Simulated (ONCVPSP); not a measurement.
**Germanium: generating and testing an ONCV potential**

Do these settings give a usable potential? It is generated, then checked for transferability, scattering, ghosts and hardness.

The numbers are computed with ONCVPSP 4.0.1.1 (patched build) (PBE, scalar-relativistic, spin-unpolarised reference atom).

## 1. Settings

The settings as typed:

```
element                 : germanium (Ge, Z = 32)
type                    : optimised norm-conserving Vanderbilt (ONCV)
frozen core             : [Ar]
valence charge          : 14
reference configuration : 3d10 4s2 4p1.75 (charge +0.25)
partial waves           : 4s: rc 1.50 bohr, ncon 4, nbas 8, qcut 5.2 1/bohr, 2 projectors, debl 1 Ha; 4p: rc 2.25 bohr, ncon 4, nbas 8, qcut 4.4 1/bohr, 2 projectors, debl 1 Ha; 3d: rc 0.85 bohr, ncon 4, nbas 9, qcut 20.8 1/bohr, 2 projectors, debl 3 Ha; f scattering state at 0.12 Ha: rc 2.05 bohr, ncon 3, nbas 7, qcut 5.2 1/bohr, 1 projector
local potential         : polynomial inside 0.75 bohr (lpopt 5, dvloc0 6 Ha)
core correction         : polynomial model core, fcfact 0.6
```

The nodes and maxima of the atom's own shells, from an earlier all-electron run, set the scale for the radii.

All-electron outer shells of the reference configuration (PBE, scalar-relativistic, ld1.x):

```
shell  level (eV)  outermost node (bohr)  outermost maximum (bohr)
   3s     -170.53                   0.26                      0.54
   3p     -117.66                   0.23                      0.54
   3d      -31.35                      –                      0.50
   4s      -13.61                   0.77                      1.73
   4p       -5.59                   0.82                      2.19
```

## 2. Generating the potential

Ge.dat

```
# ATOM AND REFERENCE CONFIGURATION
# atsym  z   nc   nv     iexc    psfile
  Ge 32.00    5    3        4      upf
#
#   n    l    f
    1    0    2.00
    2    0    2.00
    2    1    6.00
    3    0    2.00
    3    1    6.00
    3    2   10.00
    4    0    2.00
    4    1    1.75
#
# PSEUDOPOTENTIAL AND OPTIMIZATION
# lmax
    3
#
#   l,   rc,      ep,       ncon, nbas, qcut
    0    1.50    0.00    4    8    5.20
    1    2.25    0.00    4    8    4.40
    2    0.85    0.00    4    9   20.80
    3    2.05    0.12    3    7    5.20
#
# LOCAL POTENTIAL
# lloc, lpopt,  rc(5),   dvloc0
    4    5    0.75    6.00
#
# VANDERBILT-KLEINMAN-BYLANDER PROJECTORs
# l, nproj, debl
    0    2    1.00
    1    2    1.00
    2    2    3.00
    3    1    3.90
#
# MODEL CORE CHARGE
# icmod, fcfact, rcfact
    1    0.60    0.00
#
# LOG DERIVATIVE ANALYSIS
# epsh1, epsh2, depsh
   -3.00    5.00    0.02
#
# OUTPUT GRID
# rlmax, drl
    6.00    0.01
#
# TEST CONFIGURATIONS
# ncnf
    4
# nvcnf
#   n    l    f
    3
    3    2   10.00
    4    0    2.00
    4    1    2.00
#
    3
    3    2   10.00
    4    0    2.00
    4    1    1.00
#
    3
    3    2   10.00
    4    0    2.00
    4    1    0.00
#
    3
    3    2    9.00
    4    0    2.00
    4    1    2.00
#
```

On the command line:

```sh
$ oncvpsp.x < Ge.dat > Ge.out
```

**Question.** What will these runs give? Wanted: cutoffs for 1 and 0.1 mHa per electron, occupied waves; bound ghosts; GHOST(+) flags; largest test error; largest phase difference near zero energy, channels read; rms error of d²Exc/dn², without and with the model core.

**Answer**, as computed:

```
                                                quantity                                         value
  cutoffs for 1 and 0.1 mHa per electron, occupied waves                             154 Ha and 175 Ha
                                            bound ghosts                               s at -125.04 eV
                                          GHOST(+) flags           s at 657 eV, p at 75 eV, f at 73 eV
                            largest test error (AE − PS)  -9.9 meV, for 3d10 4s2 4p0 (1 test unsolved)
largest phase difference near zero energy, channels read                                     0.000 rad
 rms error of d²Exc/dn², without and with the model core                             6.83 and 1.36 mHa
```

What this shows: A bound ghost (s) makes it unfit for use: electrons can fall into a state that the atom doesn't have. The worst unpolarised test, 3d10 4s2 4p0, is off by 9.9 meV on 21.7 eV; by total energies transferability rates as good where solved. Atomic tests can pass in spite of a ghost, since they solve only for the levels asked. Of the tests 1 gave no usable energy difference, which is a warning in itself. It counts as very hard, with 154 Ha needed at the looser tolerance. At the looser tolerance the 3d wave is the slowest; 4s needs 9 Ha. Near zero energy the phases of the channels with partial waves agree within 0.001 rad. The program also flags highly localised states, GHOST(+) (s, p, f).
